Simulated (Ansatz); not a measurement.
# Eu3AlGa: the cost of one run

Method: DFT PBE, scalar-relativistic, plane waves, PAW, in Ansatz 0.2.0.

### 1 The structure to begin with

The structure is cubic, space group Pm-3m (No. 221). The conventional cell has a = 5.061 Å, b = 5.061 Å, c = 5.061 Å, α = 90.00°, β = 90.00°, γ = 90.00°. Eu (site symmetry 4/mmm) is surrounded by 2 Ga at 2.53 Å. Al (site symmetry m-3m) is surrounded by 12 Eu at 3.58 Å. Ga (site symmetry m-3m) has 6 Eu at 2.53 Å as nearest neighbours.

As a file:

```
CELL_PARAMETERS angstrom
5.06089 0.00000 0.00000
0.00000 5.06089 0.00000
0.00000 0.00000 5.06089
ATOMIC_POSITIONS crystal
Eu 0.00000 0.50000 0.50000
Eu 0.50000 0.00000 0.50000
Eu 0.50000 0.50000 0.00000
Al 0.00000 0.00000 0.00000
Ga 0.50000 0.50000 0.50000
```

A structure generator made this guess: species swapped into a database cell of Ce3AlC (Pm-3m, No. 221), with Eu on the Ce sites and Ga on the C sites. The dimensions are guesses.

### 2 Probe: one point on a coarse mesh

input.yaml reads:

```yaml
crystal:
  lattice:
    - [5.06089413, 0.0, 0.0]
    - [0.0, 5.06089413, 0.0]
    - [0.0, 0.0, 5.06089413]
  atoms:
    - { symbol: Eu, position: [0.0, 0.5, 0.5], spin: 7.0 }
    - { symbol: Eu, position: [0.5, 0.0, 0.5], spin: 7.0 }
    - { symbol: Eu, position: [0.5, 0.5, 0.0], spin: 7.0 }
    - { symbol: Al, position: [0.0, 0.0, 0.0] }
    - { symbol: Ga, position: [0.5, 0.5, 0.5] }
basis:
  ecutwfc: 420
kpoints:
  mp_grid: { grid: [4, 4, 4] }
hamiltonian:
  xc: pbe
scf:
  occupations: { method: gaussian, width: 0.1 }
  lower_state_search: "off"
output:
  forces: true
  stress: true
  eigenvalues: true
  populations: true
magnetization:
  spin_polarized: true
```

Command:

```bash
> ansatz run input.yaml --threads 1 --pin off --max-ram 2048MiB --backend cpu --events-out ev --progress --plain --runs-dir out
```

**Question.** How long does this run take on 1 thread of Intel Xeon 6975P-C (Granite Rapids), shared host, and how much memory does it need?

About 8.2 s, with a peak of 0.57 GiB.
